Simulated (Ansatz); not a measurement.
# Y3Ir: properties at the relaxed cell

The task here is to estimate one member of a computed series from the others.

Program: Ansatz 0.2.0. Level of theory: DFT PBE and PBEsol (the runs whose input is shown use PBEsol), scalar-relativistic, plane waves, PAW. These are calculated values, not measurements.

## The structure to begin with

The structure is orthorhombic, space group Pnma (No. 62). The conventional cell has a = 7.251 Å, b = 9.335 Å, c = 6.422 Å, α = 90.00°, β = 90.00°, γ = 90.00°. Y (site symmetry m) has 2 Ir at 2.76 to 2.86 Å in its first shell of neighbours. Y (site symmetry 1) is surrounded by 3 Ir at 2.87 to 3.28 Å. Around Ir (site symmetry m) lie 6 Y at 2.76 to 2.93 Å.

Coordinates:

```
CELL_PARAMETERS angstrom
7.25089 0.00000 0.00000
0.00000 9.33548 0.00000
0.00000 0.00000 6.42171
ATOMIC_POSITIONS crystal
Y 0.03636 0.25000 0.63311
Y 0.96364 0.75000 0.36689
Y 0.46364 0.75000 0.13311
Y 0.53636 0.25000 0.86689
Y 0.17548 0.06380 0.17483
Y 0.82452 0.93620 0.82517
Y 0.32452 0.93620 0.67483
Y 0.82452 0.56380 0.82517
Y 0.67548 0.06380 0.32517
Y 0.17548 0.43620 0.17483
Y 0.67548 0.43620 0.32517
Y 0.32452 0.56380 0.67483
Ir 0.38350 0.25000 0.45602
Ir 0.61650 0.75000 0.54398
Ir 0.11650 0.75000 0.95602
Ir 0.88350 0.25000 0.04398
```

It goes back to an entry of the Materials Project, which need not be the stable form.

It is the result of an earlier relaxation at this level (volume 27.17 Å³/atom; gap on the mesh: none (metal)).

Set-up of the first run:

input.yaml

```yaml
crystal:
  lattice:
    - [7.2508912605, 0.0, 0.0]
    - [0.0, 9.3354829675, 0.0]
    - [0.0, 0.0, 6.4217112131]
  atoms:
    - { symbol: "Y", position: [0.0363610465, 0.25, 0.6331069811] }
    - { symbol: "Y", position: [0.9636389535, 0.75, 0.3668930189] }
    - { symbol: "Y", position: [0.4636389535, 0.75, 0.1331069811] }
    - { symbol: "Y", position: [0.5363610465, 0.25, 0.8668930189] }
    - { symbol: "Y", position: [0.1754822123, 0.0637983233, 0.1748276804] }
    - { symbol: "Y", position: [0.8245177877, 0.9362016767, 0.8251723196] }
    - { symbol: "Y", position: [0.3245177877, 0.9362016767, 0.6748276804] }
    - { symbol: "Y", position: [0.8245177877, 0.5637983233, 0.8251723196] }
    - { symbol: "Y", position: [0.6754822123, 0.0637983233, 0.3251723196] }
    - { symbol: "Y", position: [0.1754822123, 0.4362016767, 0.1748276804] }
    - { symbol: "Y", position: [0.6754822123, 0.4362016767, 0.3251723196] }
    - { symbol: "Y", position: [0.3245177877, 0.5637983233, 0.6748276804] }
    - { symbol: Ir, position: [0.3834975587, 0.25, 0.4560200186] }
    - { symbol: Ir, position: [0.6165024413, 0.75, 0.5439799814] }
    - { symbol: Ir, position: [0.1165024413, 0.75, 0.9560200186] }
    - { symbol: Ir, position: [0.8834975587, 0.25, 0.0439799814] }
basis:
  ecutwfc: 420
kpoints:
  mp_grid: { grid: [6, 4, 6] }
hamiltonian:
  xc: pbesol
scf:
  occupations: { method: gaussian, width: 0.1 }
output:
  forces: true
  stress: true
  eigenvalues: true
relax:
  adjacent_minimum: "off"
  f_tol: 0.005
  max_steps: 50
  cell: { stress_tol: 0.05 }
```

Launch:

```sh
$ ansatz run input.yaml --threads 8 --pin off --max-ram 22528MiB --backend cpu --events-out ev --progress --plain --runs-dir out
```

Steps of the session up to this table: Relaxing with PBEsol; Relaxing with PBE+D3(BJ); The cell under LDA; Relaxing with r2SCAN.

One of the session's tables, all rows but one given; the rest of the session is left out.

It belongs to the step «One structure, several functionals». 

| functional | a (Å) | b (Å) | c (Å) | volume (Å³/atom) |
| --- | --- | --- | --- | --- |
| PBE | 7.251 | 9.335 | 6.422 | 27.17 |
| PBEsol | 7.160 | 9.201 | 6.315 | 26.00 |
| PBE+D3(BJ) | ? | ? | ? | ? |
| LDA | 7.090 | 9.104 | 6.232 | 25.14 |
| r2SCAN | 7.247 | 9.288 | 6.456 | 27.16 |

Estimate the missing values for PBE+D3(BJ).

The run gave: a (Å): 7.181; b (Å): 9.171; c (Å): 6.338; volume (Å³/atom): 26.09. In the column «a (Å)» it lies between PBEsol (7.160) and r2SCAN (7.247).
